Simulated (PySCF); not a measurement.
# C2H9GeNSe: spin-spin couplings

What spin-spin couplings should C2H9GeNSe (`[NH2][GeH2][CH2]C[SeH]`) show?

Computed with PySCF 2.14.0, with density-fitted response routines of our own, on a single molecule in the gas phase. Atoms count from 0, in the outputs and in this text.

### Step 1. The starting structure

14 atoms, charge 0, multiplicity 1; geometry from: GFN2-xTB.

Bonds of the start (Å): N0–Ge1 1.81, Ge1–C2 1.98, C2–C3 1.51, C3–Se4 1.98, N0–H5 1.01, N0–H6 1.01, Ge1–H7 1.52, Ge1–H8 1.50, C2–H9 1.09, C2–H10 1.09, C3–H11 1.09, C3–H12 1.09, Se4–H13 1.45.

### Step 2. Spin-spin couplings: B3LYP/pcSseg-1+pcJ-1

Job settings and geometry (Å):

```
{"job": {"kind": "j", "xc": "B3LYP", "basis": "pcJ-1"}, "charge": 0, "multiplicity": 1}
N     -2.247101     0.721732    -0.629975
Ge    -1.285033     0.282367     0.842455
C      0.604198     0.774341     0.495015
C      1.169660    -0.000328    -0.670109
Se     3.083218     0.393632    -1.017884
H     -3.251925     0.656512    -0.552701
H     -1.971669     0.297547    -1.504651
H     -1.371156    -1.187765     1.221027
H     -1.892429     1.084717     1.956127
H      0.658559     1.845737     0.296694
H      1.192618     0.580716     1.394380
H      1.096933    -1.079436    -0.519615
H      0.672021     0.262037    -1.605212
H      3.541427    -0.072232     0.272283
```

With the program's defaults for keys left out, this is: B3LYP/pcJ-1 Ge:pcSseg-1 Se:pcSseg-1 indirect spin-spin coupling, non-relativistic, gas phase.

Run with:

```console
$ OMP_NUM_THREADS=1 python probes_run.py task.json out
```

The driver reads the jobs from task.json and runs them one after another.

Predict these results of the whole session: largest coupling of the table (B3LYP/pcSseg-1+pcJ-1).

The runs gave:

| quantity | value |
| --- | --- |
| largest coupling of the table (B3LYP/pcSseg-1+pcJ-1) | ¹J(C,H) C3–H11, 149.3 Hz |

In words: In the run at B3LYP/pcSseg-1+pcJ-1, the largest coupling of the table is C3–H11 (mean over like pairs), 149.3 Hz, of which the Fermi-contact term gives 147.5 Hz. Couplings across rotatable bonds belong to this one conformer; where others are populated, the observed values are averages, and the simulated multiplets take (2 J gauche + J anti)/3 across rotating chain bonds. Spin-orbit coupling is left out, which matters for shieldings and couplings at and beside the heavy atoms.
